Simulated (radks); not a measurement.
# Ge⁴⁺ in [Ne] 3s2 3p4 3d10 4s2: an all-electron calculation

An exercise on one series of results from a longer session: the logs are not shown, and one member is left open.

Program: radks (a radial shooting solver on a logarithmic mesh, Libxc functionals) version 1. Level of theory: scalar-relativistic Kohn-Sham, LDA (Slater exchange, VWN5 correlation), spin-unpolarised, spherical densities, point nucleus. These are calculated values, not measurements, unless marked.

## Starting point

- element: germanium (Z = 32)
- charge: +4
- electrons: 28
- configuration: [Ne] 3s2 3p4 3d10 4s2

Outer shells as boxes (Hund's rule):

Ge⁴⁺
```
[Ne] core
3s [↑↓]
3p [↑↓][↑ ][↑ ]
3d [↑↓][↑↓][↑↓][↑↓][↑↓]
4s [↑↓]
```

The first run:

The run's settings:

```text
Z 32
configuration [Ne] 3s2 3p4 3d10 4s2
relativity scalar-relativistic
functional lda,vwn5
spin unpolarised
nucleus point
c 137.035999084
```

Steps of the session up to this table: Self-consistent calculation.

One of the session's tables, all rows but one given; the rest of the session is left out.

It belongs to the step «Orbitals and density». Sizes of the orbitals, from the radial functions (bohr):

```
level     <r>  outermost maximum (interpolated)  90 % within  nodes
   1s       ?                                 ?            ?      ?
   2s  0.2102                             0.176        0.325      1
   2p  0.1836                             0.141        0.300      0
   3s  0.6147                             0.539        0.915      2
   3p  0.6304                             0.537        0.963      1
   3d  0.6658                             0.488         1.10      0
   4s   1.654                              1.49         2.39      3
```

Estimate the missing values for 1s.

The run gave: <r>: 0.04706; outermost maximum (interpolated): 0.0308; 90 % within: 0.0841; nodes: 0. In the column «<r>» it is the lowest.
